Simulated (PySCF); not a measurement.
# C₆H₁₆O₂Si: NMR shifts at several levels of theory

Aim: compute the NMR shifts of C₆H₁₆O₂Si (`CC(C)[Si](O)(O)C(C)C`) at several levels, and see how far they spread and what each costs.

Programs: PySCF 2.14.0, with density-fitted response routines of our own. Each step states its level of theory. These are calculated values for one molecule in the gas phase, unless marked as measured. Atoms are numbered from 0 throughout.

### 1 The starting structure

25 atoms, charge 0, multiplicity 1; geometry from: GFN2-xTB.

Bonds of the start (Å): C0–C1 1.53, C1–C2 1.53, C1–Si3 1.91, Si3–O4 1.64, Si3–O5 1.64, Si3–C6 1.91, C6–C7 1.53, C6–C8 1.53, C0–H9 1.09, C0–H10 1.09, C0–H11 1.09, C1–H12 1.09, C2–H13 1.09, C2–H14 1.09, C2–H15 1.09, O4–H16 0.95, O5–H17 0.95, C6–H18 1.09, C7–H19 1.09, C7–H20 1.09, C7–H21 1.09, C8–H22 1.09, C8–H23 1.09, C8–H24 1.09.

### 2 Geometry optimisation at PBE0-D3(BJ)/def2-SVP

Job settings and geometry (Å):

```
{"job": {"xc": "PBE0", "basis": "def2-SVP", "d3": "d3bj", "grid": 1, "kind": "geom"}, "charge": 0, "multiplicity": 1}
C      1.953100    -1.465690    -0.876970
C      1.546820    -0.680930     0.368990
C      2.715350     0.180090     0.846670
Si    -0.002880     0.388160     0.056640
O     -0.255320     1.110430     1.505620
O      0.238090     1.496890    -1.125940
C     -1.538570    -0.567390    -0.550770
C     -2.719050     0.378910    -0.765270
C     -1.932310    -1.680070     0.418890
H      2.845520    -2.059370    -0.682600
H      1.157490    -2.136820    -1.190250
H      2.167970    -0.788630    -1.701140
H      1.329950    -1.400550     1.162390
H      3.575420    -0.441350     1.092670
H      2.432380     0.744860     1.730440
H      3.017750     0.881700     0.070900
H     -1.015170     1.672880     1.636200
H      0.990350     2.083010    -1.089270
H     -1.313900    -1.027990    -1.516030
H     -3.571460    -0.157650    -1.179890
H     -3.029040     0.826170     0.177800
H     -2.445080     1.175870    -1.450740
H     -1.127490    -2.402310     0.529270
H     -2.154370    -1.269000     1.401510
H     -2.817330    -2.205160     0.061600
```

The log of the run:

```text
step   0  E = -677.39419026  max force = 0.032370
step   1  E = -677.39893280  max force = 0.007334
step   2  E = -677.39935898  max force = 0.002373
step   3  E = -677.39950696  max force = 0.001228
step   4  E = -677.39953318  max force = 0.000708
step   5  E = -677.39955341  max force = 0.000400
step   6  E = -677.39956678  max force = 0.000525
step   7  E = -677.39957560  max force = 0.000358
optimisation converged
```

Run time: 2.9 min. Hardware: 8 threads of Intel Xeon at 2.50GHz (Skylake/Cascade Lake), shared host.

Step by step:

| step | energy from step 0 (eV) | largest force component (eV/Å) |
| --- | --- | --- |
| 0 | 0.0000 | 1.6645 |
| 1 | -0.1291 | 0.3771 |
| 2 | -0.1406 | 0.1220 |
| 3 | -0.1447 | 0.0631 |
| 4 | -0.1454 | 0.0364 |
| 5 | -0.1459 | 0.0206 |
| 6 | -0.1463 | 0.0270 |
| 7 | -0.1465 | 0.0184 |

Close pairs (by a distance rule), those that changed most:

| bond | before (Å) | after (Å) | change (Å) |
| --- | --- | --- | --- |
| Si3–O4 | 1.639 | 1.675 | +0.036 |
| Si3–O5 | 1.639 | 1.675 | +0.036 |
| C1–Si3 | 1.908 | 1.878 | -0.031 |
| Si3–C6 | 1.908 | 1.878 | -0.030 |
| C2–H15 | 1.089 | 1.104 | +0.015 |
| C7–H20 | 1.089 | 1.104 | +0.015 |
| C0–H11 | 1.088 | 1.103 | +0.015 |
| C8–H22 | 1.087 | 1.102 | +0.015 |

The final coordinates are the input of the step that follows.

| at the end point | value |
| --- | --- |
| point group (found at 0.08 Å tolerance) | C2 |
| rotational constants (GHz, main isotopes) | 1.799, 0.989, 0.869 |
| dipole moment (D) | 0.41 |

### 3 Nuclear shieldings: PBE0/pcSseg-1

Job settings and geometry (Å):

```
{"job": {"kind": "nmr", "xc": "PBE0", "basis": "pcSseg-1", "pop": false}, "charge": 0, "multiplicity": 1}
C      1.863789    -1.519178    -0.835714
C      1.509840    -0.672973     0.387299
C      2.690852     0.180292     0.852436
Si    -0.000927     0.393514     0.060921
O     -0.308113     1.144227     1.526287
O      0.299451     1.535710    -1.126556
C     -1.501529    -0.548386    -0.562370
C     -2.685687     0.393830    -0.782556
C     -1.857200    -1.704047     0.372956
H      2.758240    -2.136827    -0.649144
H      1.046812    -2.200491    -1.121302
H      2.079253    -0.882202    -1.709519
H      1.228706    -1.347487     1.217182
H      3.565504    -0.445620     1.096193
H      2.436089     0.771613     1.744767
H      3.011921     0.882151     0.063183
H     -1.051878     1.754066     1.531711
H      1.036825     2.128403    -0.952976
H     -1.208672    -0.963344    -1.544620
H     -3.553955    -0.144341    -1.198167
H     -3.017384     0.847027     0.167793
H     -2.428767     1.211177    -1.472950
H     -1.035159    -2.431263     0.466677
H     -2.086456    -1.337242     1.387116
H     -2.743336    -2.252549     0.012074
```

Level: GIAO PBE0/pcSseg-1 NMR shielding, non-relativistic, gas phase.

The log of the run:

```text
coarse grid: 20232 points
cycle   1  E = -677.4217447537  dE =  7.280e-01  |g| = 1.027e+00  |ddm| = 4.238e+00
cycle   2  E = -677.2448877777  dE =  1.769e-01  |g| = 1.429e+00  |ddm| = 2.073e+00
cycle   3  E = -677.6238261350  dE = -3.789e-01  |g| = 1.101e-01  |ddm| = 1.362e+00
cycle   4  E = -677.6260568278  dE = -2.231e-03  |g| = 4.410e-02  |ddm| = 1.280e-01
cycle   5  E = -677.6265302081  dE = -4.734e-04  |g| = 6.242e-03  |ddm| = 4.050e-02
cycle   6  E = -677.6265381269  dE = -7.919e-06  |g| = 1.767e-03  |ddm| = 6.481e-03
final grid: 187544 points
cycle   7  E = -677.7000004115  dE = -5.103e-05  |g| = 1.265e-02  |ddm| = 3.510e-02
cycle   8  E = -677.6999698197  dE =  3.059e-05  |g| = 1.749e-02  |ddm| = 2.445e-02
cycle   9  E = -677.7000371918  dE = -6.737e-05  |g| = 1.316e-03  |ddm| = 1.460e-02
cycle  10  E = -677.7000375155  dE = -3.238e-07  |g| = 2.350e-04  |ddm| = 1.108e-03
cycle  11  E = -677.7000375265  dE = -1.100e-08  |g| = 4.892e-05  |ddm| = 2.415e-04
cycle  12  E = -677.7000375269  dE = -3.524e-10  |g| = 2.692e-05  |ddm| = 6.024e-05
converged SCF energy = -677.7000375269

GIAO shielding tensors (ppm)
atom      isotropic    diamagn.    paramagn.     s11        s22        s33       span
  0 C      167.183     248.620     -81.437    153.773    161.916    185.861     32.088
  1 C      171.780     256.699     -84.918    166.323    170.522    178.497     12.174
  2 C      167.504     246.625     -79.121    154.285    161.349    186.877     32.592
  3 Si     348.476     882.919    -534.443    329.937    342.996    372.495     42.558
  4 O      288.243     392.482    -104.238    250.005    296.143    318.582     68.577
  5 O      288.230     392.495    -104.265    250.003    296.023    318.664     68.661
  6 C      171.756     256.713     -84.957    166.257    170.563    178.448     12.192
  7 C      167.508     246.610     -79.102    154.290    161.401    186.832     32.542
  8 C      167.194     248.594     -81.400    153.910    161.809    185.863     31.953
  9 H       30.351      29.817       0.533     25.815     27.552     37.684     11.869
 10 H       30.253      32.169      -1.916     24.558     30.165     36.037     11.479
 11 H       30.480      31.463      -0.983     26.463     29.234     35.744      9.281
 12 H       30.572      35.211      -4.639     27.121     29.167     35.430      8.309
 13 H       30.251      28.950       1.301     25.598     27.472     37.683     12.086
 14 H       29.770      30.037      -0.267     23.938     29.018     36.353     12.415
 15 H       30.786      30.835      -0.049     26.469     29.630     36.259      9.790
 16 H       29.899      33.258      -3.359     21.482     25.373     42.844     21.361
 17 H       29.903      33.264      -3.361     21.478     25.398     42.835     21.357
 18 H       30.570      35.244      -4.674     27.108     29.184     35.416      8.308
 19 H       30.254      28.954       1.300     25.603     27.476     37.683     12.080
 20 H       30.789      30.828      -0.038     26.475     29.616     36.277      9.802
 21 H       29.760      30.042      -0.282     23.914     29.035     36.330     12.417
 22 H       30.250      32.157      -1.907     24.557     30.159     36.034     11.477
 23 H       30.482      31.443      -0.961     26.455     29.234     35.758      9.303
 24 H       30.347      29.809       0.539     25.821     27.538     37.683     11.862
```

It took 54 s on 8 threads of Intel Xeon at 2.50GHz (Skylake/Cascade Lake), shared host.

Shifts follow as δ = σ(reference) − σ, with reference shieldings (ppm) from runs at the same level and on the same kind of geometry: 1H TMS 31.27, 13C TMS 184.4, 29Si TMS 352.0, 17O H2O 334.6. The references are single molecules in the gas phase, so shifts against H2O, NH3, PH3, H3PO4 or CFCl3 are not on the usual liquid scales and can be off by tens of ppm. Atoms listed in one row are averaged.

| atoms | environment | σ (ppm) | δ (ppm) | δ scaled to CDCl3 |
| --- | --- | --- | --- | --- |
| C0, C2, C7, C8 | methyl carbon | 167.3 | 17.1 | 16.1 |
| C1, C6 | sp3 CH bonded to Si | 171.8 | 12.6 | 11.8 |
| H16, H17 | hydrogen on an oxygen bonded to Si | 29.90 | 1.37 | – |
| H9, H10, H11, H13, H14 and 7 more | hydrogen on a methyl carbon | 30.31 | 0.95 | 1.12 |
| H12, H18 | hydrogen on an sp3 CH bonded to Si | 30.57 | 0.70 | 0.88 |
| Si3 | silicon bonded to 2 C, 2 O | 348.5 | 3.5 | – |
| O4, O5 | oxygen bonded to Si, H | 288.2 | 46.3 | – |

The scaled column applies a straight-line fit of computed shieldings to shifts measured in CDCl3 (root-mean-square error 0.21 ppm for H, 2.0 ppm for C).

### 4 NMR shieldings: PBE/pcSseg-1

Same as in step 3 but for these lines:

```diff
@@ -1,2 +1,2 @@
-{"job": {"kind": "nmr", "xc": "PBE0", "basis": "pcSseg-1", "pop": false}, "charge": 0, "multiplicity": 1}
+{"job": {"kind": "nmr", "xc": "PBE", "basis": "pcSseg-1", "pop": false}, "charge": 0, "multiplicity": 1}
 C      1.863789    -1.519178    -0.835714
```

With the program's defaults for keys left out, this is: GIAO PBE/pcSseg-1 NMR shielding, non-relativistic, gas phase.

The log of the run:

```text
coarse grid: 20232 points
cycle   1  E = -677.1806509497  dE =  6.337e-01  |g| = 1.304e+00  |ddm| = 4.335e+00
cycle   2  E = -676.3528759717  dE =  8.278e-01  |g| = 2.380e+00  |ddm| = 3.689e+00
cycle   3  E = -677.5144481479  dE = -1.162e+00  |g| = 2.454e-01  |ddm| = 2.888e+00
cycle   4  E = -677.5251968422  dE = -1.075e-02  |g| = 1.068e-01  |ddm| = 3.214e-01
cycle   5  E = -677.5279408921  dE = -2.744e-03  |g| = 1.739e-02  |ddm| = 1.027e-01
cycle   6  E = -677.5280034938  dE = -6.260e-05  |g| = 6.390e-03  |ddm| = 2.093e-02
cycle   7  E = -677.5280124777  dE = -8.984e-06  |g| = 1.541e-03  |ddm| = 5.283e-03
final grid: 187544 points
cycle   8  E = -677.6272336440  dE = -3.369e-05  |g| = 2.214e-02  |ddm| = 5.167e-02
cycle   9  E = -677.6269747284  dE =  2.589e-04  |g| = 4.063e-02  |ddm| = 5.331e-02
cycle  10  E = -677.6273442865  dE = -3.696e-04  |g| = 3.818e-03  |ddm| = 3.674e-02
cycle  11  E = -677.6273471005  dE = -2.814e-06  |g| = 4.950e-04  |ddm| = 3.353e-03
cycle  12  E = -677.6273471498  dE = -4.929e-08  |g| = 1.290e-04  |ddm| = 5.451e-04
cycle  13  E = -677.6273471521  dE = -2.336e-09  |g| = 6.964e-05  |ddm| = 1.540e-04
cycle  14  E = -677.6273471530  dE = -8.663e-10  |g| = 1.734e-05  |ddm| = 6.740e-05
converged SCF energy = -677.6273471530

GIAO shielding tensors (ppm)
atom      isotropic    diamagn.    paramagn.     s11        s22        s33       span
  0 C      161.944     248.375     -86.431    147.936    155.742    182.153     34.216
  1 C      164.898     256.716     -91.819    159.289    163.627    171.778     12.489
  2 C      162.389     246.438     -84.049    148.437    155.605    183.124     34.688
  3 Si     331.731     884.307    -552.576    317.038    328.962    349.193     32.156
  4 O      280.775     391.619    -110.844    241.367    285.150    315.807     74.440
  5 O      280.774     391.628    -110.855    241.393    285.030    315.899     74.506
  6 C      164.868     256.731     -91.862    159.222    163.666    171.717     12.495
  7 C      162.397     246.425     -84.028    148.448    155.664    183.079     34.631
  8 C      161.950     248.348     -86.399    148.072    155.626    182.151     34.079
  9 H       30.292      29.585       0.708     26.039     27.580     37.258     11.220
 10 H       30.121      32.302      -2.182     24.646     30.091     35.625     10.978
 11 H       30.393      31.564      -1.171     26.574     29.274     35.331      8.757
 12 H       30.332      35.229      -4.897     27.101     29.115     34.781      7.680
 13 H       30.197      28.750       1.447     25.824     27.499     37.268     11.444
 14 H       29.668      30.198      -0.530     24.029     29.000     35.974     11.945
 15 H       30.693      30.936      -0.243     26.570     29.646     35.862      9.292
 16 H       29.912      33.466      -3.554     21.806     25.609     42.320     20.515
 17 H       29.916      33.472      -3.555     21.801     25.635     42.313     20.511
 18 H       30.329      35.265      -4.935     27.089     29.130     34.769      7.680
 19 H       30.200      28.754       1.446     25.829     27.503     37.268     11.439
 20 H       30.697      30.928      -0.231     26.577     29.632     35.881      9.303
 21 H       29.658      30.204      -0.547     24.005     29.017     35.952     11.947
 22 H       30.117      32.291      -2.174     24.645     30.084     35.622     10.977
 23 H       30.396      31.542      -1.147     26.567     29.275     35.345      8.778
 24 H       30.289      29.578       0.711     26.045     27.566     37.257     11.211
```

Wall time 47 s (8 threads of Intel Xeon at 2.50GHz (Skylake/Cascade Lake), shared host).

This run: δ C0 17.9, C1 15.1, Si3 2.9, O4 53.9, H16 1.28, H9 0.97 ppm (means over like atoms).

[end of part 1 of 2]
